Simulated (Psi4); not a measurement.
**B3LYP/def2-TZVPPD (density fitting, core potential, sweep point 5) run of SnHSCl (SMILES [SH][Sn][Cl])**

Aim: the energy change on altering one bond length of SnHSCl at B3LYP/def2-TZVPPD (density fitting, core potential, sweep point 5), from 2 runs. 

The results are computed with Psi4 1.11.

### Step 1. Starting point

SnHSCl has 4 atoms, charge 0, and is taken as a singlet. SMILES: `[SH][Sn][Cl]`. The coordinates come from a PBE0-D4/def2-TZVP relaxation.

Bond lengths: S1–Sn2 2.427 Å, Sn2–Cl3 2.379 Å, S1–H4 1.344 Å. Angles: S1–Sn2–Cl3 96.5°, Sn2–S1–H4 93.1°.

### Step 2. A single-point energy at B3LYP/def2-TZVPPD (density fitting, core potential, sweep point 5)

File clhssn.dat:

```
memory 1.6 GB

molecule geom {
  0 1
  S      0.185700     1.488500    -0.409700
  Sn    -1.395700    -0.351700    -0.341800
  Cl     0.088800    -1.950300     0.607800
  H      1.176700     0.753300     0.123400
  symmetry c1
}

set {
  reference rks
  puream true
  scf_type df
  dft_radial_points 99
  dft_spherical_points 590
}

energy_value, wavefunction = energy('b3lyp/def2-TZVPPD', return_wfn=True)
```

On the command line:

```sh
$ psi4 -i clhssn.dat -o clhssn.out -n 1
```

clhssn.out:

```text
[...]
    !!!  WARNING: ECP capability is in beta. Please check occupations closely.  !!!
[...]
  Running in c1 symmetry.
[...]
  Nuclear repulsion =  213.489034180479024
[...]
  Multiplicity = 1
[...]
  Nalpha       = 28
  Nbeta        = 28
[...]
    Number of basis functions: 175
[...]
   @DF-RKS iter   1: -1073.18071936652063   -8.19127e-01   5.09993e-03 DIIS/ADIIS
[...]
   @DF-RKS iter   9: -1073.52900789917703   -4.65686e-08   4.28510e-07 DIIS
[...]
    Orbital Energies [Eh]
    ---------------------
    Doubly Occupied:
       1A   -101.502619     2A    -88.858861     3A     -9.435573
       4A     -7.937057     5A     -7.193627     6A     -7.190650
       7A     -7.189606     8A     -5.898819     9A     -5.895565
      10A     -5.893874    11A     -5.133850    12A     -3.477904
      13A     -3.472796    14A     -3.469464    15A     -1.059827
      16A     -1.057117    17A     -1.054348    18A     -1.054142
      19A     -1.049925    20A     -0.797320    21A     -0.724270
      22A     -0.481195    23A     -0.410374    24A     -0.340377
      25A     -0.327533    26A     -0.318944    27A     -0.278284
      28A     -0.269650
[...]
  @DF-RKS Final Energy: -1073.52900789917703
   => Energetics <=
    Nuclear Repulsion Energy =            213.4890341804790239
    One-Electron Energy =               -1989.0028014046131375
    Two-Electron Energy =                 760.4903167739346372
    DFT Exchange-Correlation Energy =     -58.5055574489775836
    Empirical Dispersion Energy =           0.0000000000000000
    VV10 Nonlocal Energy =                  0.0000000000000000
    Total Energy =                      -1073.5290078991770315
[...]
 Multipole Moments:
 ------------------------------------------------------------------------------------
     Multipole            Electronic (a.u.)      Nuclear  (a.u.)        Total (a.u.)
 ------------------------------------------------------------------------------------
 L = 1.  Multiply by 2.5417464519 to convert [e a0] to [Debye]
 Dipole X            :        -41.9902929           41.1784221           -0.8118708
 Dipole Y            :         -3.9094865            4.0920540            0.1825675
 Dipole Z            :        -11.8930762           11.5845444           -0.3085317
 Magnitude           :                                                    0.8875004
[...]
```

Wall time 13 s (1 thread of Intel Xeon Platinum 8488C (Sapphire Rapids), shared host); peak memory 1.2 GiB.

### Step 3. The distorted shape, same level

File job.inp:

```
memory 1600 MB

molecule system {
  0 1
  S      0.976370     2.408565    -0.443649
  Sn    -1.395700    -0.351700    -0.341800
  Cl     0.088800    -1.950300     0.607800
  H      1.967370     1.673365     0.089451
  symmetry c1
}

set puream true
set scf_type df
set dft_radial_points 99
set dft_spherical_points 590

e, wfn = energy('b3lyp/def2-TZVPPD', return_wfn=True)
```

On the command line:

```sh
$ psi4 -n 1 job.inp job.out
```

job.out:

```text
[...]
    !!!  WARNING: ECP capability is in beta. Please check occupations closely.  !!!
[...]
  Running in c1 symmetry.
[...]
  Nuclear repulsion =  177.264859481611296
[...]
  Multiplicity = 1
[...]
  Nalpha       = 28
  Nbeta        = 28
[...]
    Number of basis functions: 175
[...]
   @DF-RKS iter   1: -1073.09298233194590   -9.81079e-01   4.97490e-03 DIIS/ADIIS
[...]
   @DF-RKS iter  12: -1073.45756214147491   -1.18579e-07   2.39705e-07 DIIS
[...]
    Orbital Energies [Eh]
    ---------------------
    Doubly Occupied:
       1A   -101.536040     2A    -88.817519     3A     -9.468170
       4A     -7.891885     5A     -7.226124     6A     -7.223306
       7A     -7.222397     8A     -5.853700     9A     -5.852093
      10A     -5.847726    11A     -5.182113    12A     -3.525509
      13A     -3.520394    14A     -3.518284    15A     -1.105427
      16A     -1.103331    17A     -1.101927    18A     -1.099661
      19A     -1.097217    20A     -0.825166    21A     -0.656093
      22A     -0.504246    23A     -0.356827    24A     -0.352969
      25A     -0.351044    26A     -0.347897    27A     -0.229572
      28A     -0.214969
[...]
  @DF-RKS Final Energy: -1073.45756214147491
   => Energetics <=
    Nuclear Repulsion Energy =            177.2648594816112961
    One-Electron Energy =               -1915.9560325941297378
    Two-Electron Energy =                 723.6450158424453321
    DFT Exchange-Correlation Energy =     -58.4114048714016434
    Empirical Dispersion Energy =           0.0000000000000000
    VV10 Nonlocal Energy =                  0.0000000000000000
    Total Energy =                      -1073.4575621414749094
[...]
 Multipole Moments:
 ------------------------------------------------------------------------------------
     Multipole            Electronic (a.u.)      Nuclear  (a.u.)        Total (a.u.)
 ------------------------------------------------------------------------------------
 L = 1.  Multiply by 2.5417464519 to convert [e a0] to [Debye]
 Dipole X            :        -53.8839912           51.8890949           -1.9948963
 Dipole Y            :        -17.9563704           16.5555536           -1.4008168
 Dipole Z            :        -11.3194289           11.1246603           -0.1947686
 Magnitude           :                                                    2.4453698
[...]
```

It took 14 s on 1 thread of Intel Xeon Platinum 8488C (Sapphire Rapids), shared host; peak memory 1.1 GiB.

### Step 4. Summary of results

Level: B3LYP/def2-TZVPPD (density fitting, core potential, sweep point 5).

```
                                                          quantity           value
                                         first shape: total energy  -1073.52901 Eh
                                        first shape: dipole moment          2.26 D
                                          first shape: HOMO energy        -7.34 eV
                                          first shape: LUMO energy        -3.06 eV
                                        first shape: HOMO–LUMO gap         4.27 eV
                                     distorted shape: total energy  -1073.45756 Eh
                                    distorted shape: dipole moment          6.22 D
                                      distorted shape: HOMO energy        -5.85 eV
                                      distorted shape: LUMO energy        -4.21 eV
                                    distorted shape: HOMO–LUMO gap         1.64 eV
energy change with the S1–Sn2 bond stretched from 2.427 to 3.641 Å        1.944 eV
```

What this shows: One bond (distorted shape) is far stretched, which a spin-restricted single reference describes badly; a broken-symmetry solution may lie lower. With the S1–Sn2 bond stretched from 2.427 to 3.641 Å the energy rises by 1.94 eV (188 kJ/mol). The first shape isn't relaxed at this level, so the change isn't measured from a minimum. A restricted reference can't describe the breaking bond well at this length.
